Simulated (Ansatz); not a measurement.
A nudged elastic band was laid between two geometries of a periodic cell of 17 atoms, Mg8HO8 (host MgO, host structure Fm-3m, interstitial H).

Computed with Ansatz 0.2.0, DFT PBE-D3(BJ), scalar-relativistic, plane waves, PAW. Settings: cutoff 420 eV, k mesh 3x3x3, gaussian smearing 0.05 eV, spin collinear.

```
movable images  : 3
climbing image  : yes
spring          : 5.0 eV/Å²
optimiser       : fire
start path      : default
force threshold : 0.05 eV/Å
iteration limit : 50
end points      : relaxed
largest step    : 1.0 Å
```

First end point:

```xyz
17
Lattice="0.0000 3.8510 3.8510 3.8510 0.0000 3.8510 3.8510 3.8510 0.0000" Properties=species:S:1:pos:R:3
Mg 0.006 0.004 -0.008
O 1.886 1.884 1.963
Mg 1.917 1.915 -0.008
O 3.888 3.886 1.963
Mg 1.930 -0.009 1.919
O 3.850 1.922 3.850
Mg 3.857 1.915 1.931
O 5.737 3.886 3.812
Mg -0.007 1.928 1.919
O 1.924 3.848 3.850
Mg 1.917 3.855 1.931
O 3.888 5.735 3.812
Mg 1.930 1.928 3.856
O 3.850 3.848 5.776
Mg 3.844 3.842 3.856
O 5.775 5.773 5.776
H 2.887 2.885 0.962
```

Last end point:

```xyz
17
Lattice="0.0000 3.8510 3.8510 3.8510 0.0000 3.8510 3.8510 3.8510 0.0000" Properties=species:S:1:pos:R:3
Mg -0.007 0.004 -0.005
O 1.925 1.922 1.928
Mg 1.920 1.928 0.007
O 3.813 3.886 1.965
Mg 1.932 0.004 1.934
O 3.850 1.922 3.852
Mg 3.844 1.916 1.934
O 5.777 3.849 3.852
Mg 0.005 1.928 1.922
O 1.963 3.886 3.815
Mg 1.920 3.843 1.922
O 3.813 5.736 3.815
Mg 1.932 1.916 3.846
O 3.850 3.849 5.779
Mg 3.856 3.843 3.858
O 5.814 5.736 5.816
H 4.813 2.885 0.965
```

Which bonds break or form, and what moves?

The atom that moves furthest is H17, by 1.93 Å; four of its nearest neighbours are Mg3 1.68, Mg7 1.68, Mg11 1.68, Mg1 1.68 Å at the first end and Mg7 1.68, Mg13 1.68, Mg5 1.68, Mg1 1.68 Å at the last.

Give the energies along the band, and the barrier.

The forces met the threshold. The highest image is number 2 of 0 to 4, 1.37 eV above the ends, which have the same energy within 2 meV. The order of the point at the top wasn't checked. Limits of this set-up: a small cell, in which the defect meets its images, a typed lattice constant that wasn't relaxed here.

```csv
image,path coordinate (Å),energy (eV),Mg3–H17 (Å),Mg11–H17 (Å),Mg5–H17 (Å)
0,0.00,0.00,1.68,1.68,3.19
1,0.49,0.69,1.94,1.94,2.75
2,0.98,1.37,2.32,2.32,2.32
3,1.47,0.69,2.75,2.75,1.94
4,1.96,0.00,3.19,3.19,1.68
```

What is the geometry of the highest image?


```xyz
17
Lattice="0.0000 3.8510 3.8510 3.8510 0.0000 3.8510 3.8510 3.8510 0.0000" Properties=species:S:1:pos:R:3:forces:R:3
Mg -0.001 0.081 -0.084 0.00 -0.03 0.03
O 1.944 1.921 1.928 0.01 0.01 -0.01
Mg 1.963 1.930 0.008 0.05 -0.01 -0.01
O 3.850 3.965 2.043 0.00 0.02 0.02
Mg 1.887 -0.010 1.919 -0.05 0.01 0.01
O 3.850 1.939 3.868 0.00 0.01 0.01
Mg 3.850 1.838 2.010 0.00 0.03 -0.03
O 5.795 3.850 3.850 0.01 -0.01 0.01
Mg -0.001 1.951 1.897 0.00 0.04 -0.04
O 1.905 3.850 3.850 -0.01 -0.01 0.01
Mg 1.963 3.841 1.919 0.05 0.01 0.01
O 3.850 5.656 3.734 0.00 -0.02 -0.02
Mg 1.887 1.930 3.859 -0.05 -0.01 -0.01
O 3.850 3.832 5.761 0.00 -0.01 -0.01
Mg 3.850 3.819 3.880 0.00 -0.04 0.04
O 5.756 5.772 5.779 -0.01 0.01 -0.01
H 3.850 2.885 0.963 0.00 0.00 0.00
```

The band took 24 iterations and of the order of 17 core-minutes.

The run took 5.6 min on 4 threads of Intel(R) Xeon(R) Platinum 8488C (Sapphire Rapids) (shared host), peak memory 1.1 GiB.
